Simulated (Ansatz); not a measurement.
# CH₂FNOSn: how energies converge with the basis set

One table from this session's results is given with a row withheld; the runs are named, their logs left out.

Computed with Ansatz 0.2.0, Gaussian basis. Level: one geometry, several basis sets.

The runs, in order: PBE0-D4/def2-SVP; ωB97M-V/def2-SVP; PBE0-D4/def2-QZVPP; ωB97M-V/def2-QZVPP; the functionals' def2-TZVPP values are taken from earlier runs.

**The geometry**

An earlier PBE0-D4 in a triple-zeta def2 set relaxation fixed the geometry. Sn takes the def2 core potential; no spin-orbit term is included.

SMILES `O=C=[N][SnH2][F]`, 7 atoms, charge 0, spin multiplicity 1.

Atoms are counted from 1 here; the program's logs count them from 0.

Bond lengths: O1–C2 1.165 Å, C2–N3 1.203 Å, N3–Sn4 2.002 Å, Sn4–F5 1.915 Å, Sn4–H6 1.690 Å, Sn4–H7 1.694 Å. Angles: O1–C2–N3 176.2°, C2–N3–Sn4 138.7°, N3–Sn4–F5 104.6°, N3–Sn4–H6 107.3°, N3–Sn4–H7 109.3°, F5–Sn4–H6 107.1°, F5–Sn4–H7 106.4°, H6–Sn4–H7 120.9°.

Set-up of the first run:

in.yaml

```yaml
crystal:
  periodic: [false, false, false]
  atoms:
    - {symbol: O, position_ang: [-0.221736, -2.869281, -0.931603]}
    - {symbol: C, position_ang: [-0.121538, -1.906785, -0.283816]}
    - {symbol: N, position_ang: [-0.020930, -0.958236, 0.449393]}
    - {symbol: Sn, position_ang: [0.157431, 1.031635, 0.318540]}
    - {symbol: F, position_ang: [-0.877092, 1.510008, -1.220139]}
    - {symbol: H, position_ang: [-0.618634, 1.696104, 1.665182]}
    - {symbol: H, position_ang: [1.763801, 1.428456, -0.043156]}
basis:
  gaussian: {orbitals: def2-SVP}
hamiltonian: {xc: pbe0, dispersion: d4}
output: {orbitals: {seedname: orbitals}}
```

Among the steps run: PBE0-D4 in def2-SVP; ωB97M-V in def2-SVP; PBE0-D4 in def2-QZVPP; ωB97M-V in def2-QZVPP.

One of the session's tables, all rows but one given; the rest of the session is left out.

It belongs to the step «Functionals by basis». 

| functional | basis | HOMO (eV) |
| --- | --- | --- |
| PBE0-D4 | def2-SVP | ? |
| PBE0-D4 | def2-TZVPP | -8.64 |
| PBE0-D4 | def2-QZVPP | -8.66 |
| ωB97M-V | def2-SVP | -10.71 |
| ωB97M-V | def2-TZVPP | -10.87 |
| ωB97M-V | def2-QZVPP | -10.90 |

Q: Estimate the row for PBE0-D4, def2-SVP from the others.

**Answer.** HOMO (eV): -8.52. In the column «HOMO (eV)» it is the highest.
